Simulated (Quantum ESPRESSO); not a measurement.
Cd2S under changes of volume

One of the cells (26.333 Å³/atom); the others are scaled copies at fixed shape and fractional positions:

```xyz
3
Lattice="3.9627 0.0000 0.0000 -1.9813 3.4318 0.0000 0.0000 0.0000 5.8092" Properties=species:S:1:pos:R:3 pbc="T T T"
Cd    0.0000    2.2878    5.4183
Cd    1.9813    1.1439    3.3620
S     0.0000    2.2878    2.1245
```

The cell comes from a database or a generator and needn't be the stable form of this composition.

```yaml
Program: Quantum ESPRESSO 7.5
Functional: PBE
Potentials_or_basis: SSSP 1.3 efficiency PBE
Cutoff: 816 eV
Density_cutoff: 6531 eV
k_mesh: 8 × 8 × 5
Occupations: fermi-dirac, width 0.05 eV
Spin: no spin polarisation
```

```tsv
volume (Å³/atom)	energy over the lowest point (meV/atom)	pressure (GPa)	gap on the mesh (eV)	largest force (eV/Å)
24.753	13.53	2.9	0.22	0.191
25.280	?	?	?	?
25.806	1.22	0.7	0.23	0.022
26.333	0.00	-0.2	0.24	0.054
26.860	1.59	-1.0	0.25	0.125
27.386	5.68	-1.7	0.27	0.192
27.913	12.00	-2.3	0.29	0.254
```

Q: What does the run at 25.280 Å³/atom give?

A: Energy over the lowest point 5.60 meV/atom; pressure 1.8 GPa; gap on the mesh 0.22 eV; largest force 0.104 eV/Å.

Worked out: A Birch-Murnaghan fit of order 3 (a polynomial in V^(-2/3)) to the other rows has its minimum at 26.29 Å³/atom with B0 = V·E''(V) = 43 GPa and B' = 4.8 at fixed shape and positions, which overstates the stiffness. It gives 5.59 meV/atom at 25.280 Å³/atom, against the run's 5.60, and -dE/dV = 1.9 GPa, against 1.8. A parabola through the other rows of the gap, of slope 0.206 eV per unit of ln V there, gives 0.22 eV, against the run's 0.22.

Energies are extrapolated to zero smearing.

Caveats: an odd mesh through Γ misses points on the zone boundary, where band edges often lie. Spin-orbit coupling on Cd is left out.
